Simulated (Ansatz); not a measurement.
# GdSn (CsCl type): a single-point run

Aim: a sound single-point run of GdSn (CsCl type). The structure is shown as the input types it.

Computed with Ansatz 0.2.0 (Kohn-Sham DFT, with the functional, basis and potentials that each input names, unless a step's input says otherwise).

1 further run of the same task is left out (it didn't finish). Runs told in other sessions of the task aren't counted.

### 1 The starting structure

The structure is cubic, space group Pm-3m (No. 221). The conventional cell has a = 3.825 Å, b = 3.825 Å, c = 3.825 Å, α = 90.00°, β = 90.00°, γ = 90.00°. Around Gd (site symmetry m-3m) lie 8 Sn at 3.31 Å. Sn (site symmetry m-3m) has 8 Gd at 3.31 Å in its first shell of neighbours.

Coordinates:

```
CELL_PARAMETERS angstrom
3.82467 0.00000 0.00000
0.00000 3.82467 0.00000
0.00000 0.00000 3.82467
ATOMIC_POSITIONS crystal
Gd 0.00000 0.00000 0.00000
Sn 0.50000 0.50000 0.50000
```

### 2 The run

The input, input.yaml:

```yaml
crystal:
  lattice:
    - [3.8246667891, 0.0, 0.0]
    - [0.0, 3.8246667891, 0.0]
    - [0.0, 0.0, 3.8246667891]
  atoms:
    - { symbol: Gd, position: [0.0, 0.0, 0.0], spin: 7.0 }
    - { symbol: Sn, position: [0.5, 0.5, 0.5] }
basis:
  ecutwfc: 420
  ecutrho_ratio: 4
kpoints:
  mp_grid: { grid: [8, 8, 8] }
hamiltonian:
  xc: pbe
  hubbard: { sites: [{ species: Gd, l: f, u_eff: -5.0 }] }
scf:
  occupations: { method: gaussian, width: 0.05 }
  max_iter: 80
output:
  forces: true
  stress: true
magnetization:
  spin_polarized: true
```

Command:

```sh
ansatz run input.yaml --threads 2 --pin off --max-ram 2662MiB --backend cpu --events-out ev --progress --plain --runs-dir out
```

**Question.** How will this run end, and is anything wrong with its input?

The run converged and reported no error, with warnings (magnetization residual over threshold, seeded moment not kept). Its log warns: «the starting moments were not kept: the SCF closed with an absolute magnetisation of 1.2e-5 μB, where they sum to 7 μB in size (1 site). That is at most 0.1 of that sum ...»

In the input, hamiltonian.hubbard.sites is [{species: Gd, l: f, u_eff: -5.0}]. The U is negative: it rewards fractional occupations of the shell, where a positive U penalises them, and shifts its filled levels up and its empty ones down.

The test: set hamiltonian.hubbard.sites to [{species: Gd, l: f, u_eff: 6.0}].
